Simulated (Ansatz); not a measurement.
**Al2BN: from a guess to a relaxed structure**

Where does this trial cell of Al2BN go when cell and atoms are let free?

Program: Ansatz 0.2.0. Level of theory: DFT PBE, scalar-relativistic, plane waves, PAW. These are calculated values, not measurements.

2 further runs of the same task are left out: 1 that didn't finish, 1 set aside as unsound or not needed. Runs told in other sessions of the task aren't counted.

### Step 1. Starting point

The structure is trigonal, space group R-3m (No. 166). Conventional cell: a = 5.087 Å, b = 5.087 Å, c = 7.210 Å, α = 90.00°, β = 90.00°, γ = 120.00°. Al (site symmetry 3m) has 1 N at 1.37 Å and 1 B at 2.23 Å in its first shell of neighbours. B (site symmetry -3m) is surrounded by 2 Al at 2.23 Å. Around N (site symmetry -3m) lie 2 Al at 1.37 Å.

As a file:

```cif
data_structure
_symmetry_space_group_name_H-M 'R-3m:H'
_symmetry_Int_Tables_number 166
_cell_length_a 5.0873
_cell_length_b 5.0873
_cell_length_c 7.2095
_cell_angle_alpha 90.000
_cell_angle_beta 90.000
_cell_angle_gamma 120.000
_cell_volume 161.59
loop_
_atom_site_label
_atom_site_type_symbol
_atom_site_symmetry_multiplicity
_atom_site_Wyckoff_symbol
_atom_site_fract_x
_atom_site_fract_y
_atom_site_fract_z
_atom_site_occupancy
Al1 Al 6 c 0.33333 0.66667 0.97643 1
B1 B 3 a 0.00000 0.00000 0.00000 1
N1 N 3 b 0.33333 0.66667 0.16667 1
```

The cell is invented: random cell by space group and Wyckoff sites (R-3m, No. 166). Its size is a rough estimate.

### Step 2. A first look at the guess

File input.yaml:

```yaml
crystal:
  lattice:
    - [2.543675, 1.46859144, 2.40318192]
    - [-2.543675, 1.46859144, 2.40318192]
    - [0.0, -2.93718289, 2.40318192]
  atoms:
    - { symbol: Al, position: [0.30976552, 0.30976552, 0.30976552] }
    - { symbol: Al, position: [0.69023448, 0.69023448, 0.69023448] }
    - { symbol: B, position: [0.0, 0.0, 0.0] }
    - { symbol: "N", position: [0.5, 0.5, 0.5] }
basis:
  ecutwfc: 420
kpoints:
  mp_grid: { grid: [6, 6, 6] }
hamiltonian:
  xc: pbe
scf:
  occupations: { method: gaussian, width: 0.1 }
  lower_state_search: "off"
output:
  forces: true
  stress: true
  eigenvalues: true
```

Launch:

```sh
$ ansatz run input.yaml --threads 1 --pin off --max-ram 2560MiB --backend cpu --events-out ev --progress --plain --runs-dir out
```

The session goes on with these runs: spin check on a coarse mesh; coarse relaxation; final relaxation; the kicked end on a coarse mesh; spin check on a coarse mesh (after the kick); coarse relaxation (after the kick); full relaxation (after the kick).

Before running it: what results should come out? Wanted: conventional cell; volume; energy over the elements; gap on the mesh.

**Answer**, as computed:

```
                                                              quantity                                                                       value
                          symmetry at the first end (tolerance 0.05 Å)                                                  space group R-3m (No. 166)
                                                     conventional cell  a = 4.637 Å, b = 4.637 Å, c = 7.724 Å, α = 90.00°, β = 90.00°, γ = 120.00°
                                                                volume                                                               11.98 Å³/atom
energy over the elements (uncorrected; H, N, O, F and Cl as molecules)                                                               +0.70 eV/atom
                                                       gap on the mesh                                                                none (metal)
```

**Reading.** The space group R-3m (No. 166) is kept, and the volume per atom shrinks by 11.0 % from the first guess. With a positive formation energy it can't be a ground state. No finished test with a distortion of lower symmetry is shown, so the end may be a saddle point. A spin-polarised run here lost its starting moments, which speaks against magnetism, though one start doesn't rule it out. Where forces pass 15 eV/Å atoms stand far too close, the PAW spheres overlap strongly and those numbers are rough. Other magnetic orders were not searched.
